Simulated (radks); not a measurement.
# Exchange and kinetic functionals tested on atomic densities: Sb, Lu⁺, H, Re, Mo, Cl²⁺

An exercise on one series of results from a longer session: the logs are not shown, and one member is left open.

Program: radks (a radial shooting solver on a logarithmic mesh, Libxc functionals) version 1. Level of theory: non-relativistic Kohn-Sham, PBE, spin-polarised, spherical densities, point nucleus; open shells are filled with parallel spins first. These are calculated values, not measurements, unless marked.

### The atom as given

| Quantity | Value |
| --- | --- |
| species | Sb ([Kr] 4d10 5s2 5p3), Lu⁺ ([Xe] 4f14 6s2), H (1s1), Re ([Xe] 4f14 5d5 6s2), Mo ([Kr] 4d5 5s1), Cl²⁺ ([Ne] 3s2 3p3) |

The first run:

Settings of this run:

```text
Z 51
configuration [Kr] 4d10 5s2 5p3
relativity non-relativistic
functional pbe,pbe
spin polarised
nucleus point
```

Steps of the session up to this table: Sb, [Kr] 4d10 5s2 5p3.

One table of the session follows, with a row left open; its other results are not shown here.

Radial moments (bohr):

```
  level     <r>  outermost maximum (interpolated)  90 % within  nodes
  4p up  0.8656                             0.774         1.27      2
4p down       ?                                 ?            ?      ?
  4d up   1.025                             0.843         1.58      1
4d down   1.018                             0.843         1.57      1
  5s up   2.326                              1.99         3.42      4
5s down   2.311                              1.96         3.43      4
  5p up   2.893                              2.38         4.37      3
5p down   2.982                              2.35         4.59      3
```

**Question.** Estimate the row for 4p down.

**Answer.** <r>: 0.8649; outermost maximum (interpolated): 0.774; 90 % within: 1.27; nodes: 2. In the column «<r>» it is the lowest.
